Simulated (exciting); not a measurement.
Wanted: the native input for an exciting (release sodium) run.

| Property | Result |
| --- | --- |
| Task | single point |
| Functional | PBE |
| Potentials or basis | all-electron LAPW+lo, shipped species files, valence relativity iora* |
| rgkmax | 7 |
| k mesh | 12 × 12 × 12 |
| Occupations | fermi-dirac, width 0.05 eV |
| Spin | no spin polarisation |
| gmaxvr (cutoff of density and potential) | 14 1/bohr |
| lmaxapw (and lmaxmat) | 10 |
| lmaxvr | 8 |
| nempty | 10 |
| Valence relativity | iora* |
| epsengy | 1e-05 Ha |
| epspot | 1e-05 Ha |
| maxscl | 60 |
| Muffin-tin radii | Be 1.45, B 1.45 bohr |

Crystal: BeB.

```
Be B
1.0
     0.00000    1.96664    1.96664
     1.96664    0.00000    1.96664
     1.96664    1.96664    0.00000
Be B
1 1
Direct
  0.00000 0.00000 0.00000
  0.25000 0.25000 0.25000
```

The cell was built by a generator and needn't be a form met in nature.

One way to write it, as run:

input.xml

```xml
<input>
  <title>BeB</title>
  <structure speciespath="./" tshift="false">
    <crystal scale="1">
      <basevect>0.000000000000 3.716404692946 3.716404692946</basevect>
      <basevect>3.716404692946 0.000000000000 3.716404692946</basevect>
      <basevect>3.716404692946 3.716404692946 0.000000000000</basevect>
    </crystal>
    <species speciesfile="Be.xml" rmt="1.45">
      <atom coord="0.000000000000 0.000000000000 0.000000000000"/>
    </species>
    <species speciesfile="B.xml" rmt="1.45">
      <atom coord="0.250000000000 0.250000000000 0.250000000000"/>
    </species>
  </structure>
  <groundstate do="fromscratch" ngridk="12 12 12" rgkmax="7" gmaxvr="14" lmaxapw="10" lmaxmat="10" lmaxvr="8" xctype="GGA_PBE" stype="Fermi Dirac" swidth="0.00183747" nempty="10" ValenceRelativity="iora*" epsengy="1e-05" epspot="1e-05" maxscl="60" tforce="true" outputlevel="normal"/>
  <properties>
    <chargedensityplot>
      <plot3d>
        <box grid="14 14 14">
          <origin coord="0 0 0"/>
          <point coord="1 0 0"/>
          <point coord="0 1 0"/>
          <point coord="0 0 1"/>
        </box>
      </plot3d>
    </chargedensityplot>
    <elfplot>
      <plot3d>
        <box grid="14 14 14">
          <origin coord="0 0 0"/>
          <point coord="1 0 0"/>
          <point coord="0 1 0"/>
          <point coord="0 0 1"/>
        </box>
      </plot3d>
    </elfplot>
    <exccplot>
      <plot3d>
        <box grid="14 14 14">
          <origin coord="0 0 0"/>
          <point coord="1 0 0"/>
          <point coord="0 1 0"/>
          <point coord="0 0 1"/>
        </box>
      </plot3d>
    </exccplot>
  </properties>
</input>
```

Potentials or basis: all-electron LAPW+lo, shipped species files, valence relativity iora*.

Command:

```bash
$ OMP_NUM_THREADS=1 exciting_smp
```

Results of the run:

```
Band gap on the k mesh                            : none (metal or under the smearing width)
All electrons inside the program's atomic spheres : Be 2.60; B 3.24 (radii Be 1.45, B 1.45 bohr)
```

Caveat: the log's total energy holds no entropy term; the free energy is that total less TS from the occupations.

Wall time 2.3 min on 1 thread of Arm Neoverse V1, with other jobs on the host, peak memory 0.12 GiB.
